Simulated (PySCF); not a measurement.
# Cl2F6P2Pd (trans-PdCl2(PF3)2): the cost of one run

Programs: PySCF 2.14.0, with routines of our own; each step states its level. All values are computed. Atoms count from 0.

### 1 The system as given

11 atoms, charge 0, multiplicity 1; geometry from: GFN2-xTB.

### 2 Optimising the geometry at PBE0-D3(BJ)/def2-SVP

What the job is given:

```
{"job": {"xc": "PBE0", "basis": "def2-SVP", "d3": "d3bj", "grid": 1, "maxiter": 30, "shake": 0.03, "kind": "geom"}, "charge": 0, "multiplicity": 1}
Pd     0.061860    -0.076550     0.003460
Cl     2.179350     0.512680     0.316140
P      0.009250     2.182660    -0.045130
F      1.061660     2.946990    -1.078990
F      0.577530     2.925940     1.223040
F     -1.198790     3.146910    -0.232810
Cl    -2.166920    -0.534080    -0.332800
P     -0.022900    -2.173080    -0.000750
F     -0.955600    -2.906020     1.143580
F      1.180910    -3.138060     0.249810
F     -0.628280    -2.972900    -1.214660
```

Started as:

```
> OMP_NUM_THREADS=1 python heavy_run.py task.json out
```

One launch serves the whole session: the jobs run in the order shown.

**Question.** How long does this first job take on 1 thread of Intel Xeon 6975P-C, shared host, and how much memory does it need?

About 3.5 min, with a peak of 1.1 GiB.
